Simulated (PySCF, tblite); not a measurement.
**C₆H₇FN radical: geometry, infrared bands and EPR parameters**

Aim: predict the infrared bands and EPR parameters of C₆H₇FN radical (`[H]/N=[C]/[C@@H]1[C@@H](F)C12CC2`).

Programs: tblite 0.8.0 and PySCF 2.14.0, with density-fitted response routines of our own. Each step states its level of theory. These are calculated values for one molecule in the gas phase, unless marked as measured. Atoms count from 0, in the outputs and in this text.

**1. The molecule as given**

15 atoms, charge 0, multiplicity 2; geometry from: force field or distance geometry start.

Bonds of the start (Å): N0–C1 1.29, C1–C2 1.47, C2–C3 1.46, C3–F4 1.41, C3–C5 1.43, C5–C6 1.43, C6–C7 1.45, C5–C2 1.53, C7–C5 1.51, N0–H8 1.00, C2–H9 1.11, C3–H10 1.11, C6–H11 1.12, C6–H12 1.11, C7–H13 1.12, C7–H14 1.09.

**2. Relaxing the molecule with GFN2-xTB**

The job: settings as JSON, then the geometry in Å.

```
{"job": {"kind": "relax", "xc": "GFN2-xTB", "basis": "xTB"}, "charge": 0, "multiplicity": 2}
N      2.512600     0.370500     0.079200
C      1.652800    -0.419800    -0.471000
C      0.567500    -0.863300     0.412800
C     -0.707100    -1.431100    -0.027200
F     -1.285200    -2.395700     0.818900
C     -0.756300    -0.094300     0.475500
C     -0.385000     1.275100     0.270400
C     -1.346000     0.709400    -0.661100
H      3.323200     0.773100    -0.352800
H      0.915400    -1.200700     1.415100
H     -0.751800    -1.781400    -1.080500
H     -0.778700     2.023300     1.002500
H      0.527000     1.676800    -0.213800
H     -2.446500     0.851200    -0.513900
H     -1.046400     0.514600    -1.692800
```

The run is started by

```
$ OMP_NUM_THREADS=1 python probes_run.py task.json out
```

One launch serves the whole session: the jobs run in the order shown.

**Question.** This job is followed by: GFN2-xTB harmonic vibrations, gas phase; UKS B3LYP, pcH-1 on C F H N, non-relativistic, mean-field spin-orbit, GIAO. Predict these results of the whole session: strongest single infrared mode (GFN2-xTB); zero-point energy (GFN2-xTB); g(iso) (B3LYP); ⟨S²⟩; largest a(iso); potential on the surface of density 0.002 e/bohr³, 1st and 99th percentile.

As calculated:

| quantity | value |
| --- | --- |
| strongest single infrared mode (GFN2-xTB) | 1856 cm⁻¹, 225 km/mol |
| zero-point energy (GFN2-xTB) | 71.2 kcal/mol |
| g(iso) (B3LYP) | 2.00139 |
| ⟨S²⟩ | 0.753 (exact 0.75) |
| largest a(iso) | 13C on C1, 231.0 MHz |
| potential on the surface of density 0.002 e/bohr³, 1st and 99th percentile | -1.27 V and 1.52 V |

Over 89 steps the energy fell by 3.515 eV; of the close pairs, C2–C3 changed most, 1.463 to 1.528 Å. No mode is imaginary among the 39: a minimum at this level. The strongest single mode, at 1856 cm⁻¹, moves mainly C1 and N0. Unscaled tight-binding wavenumbers are off by several per cent, some by more. Its intensities can rank the bands wrongly. C1 carries the largest spin population, 0.71 e. The isotropic g lies 0.9 ppt below the free-electron value.
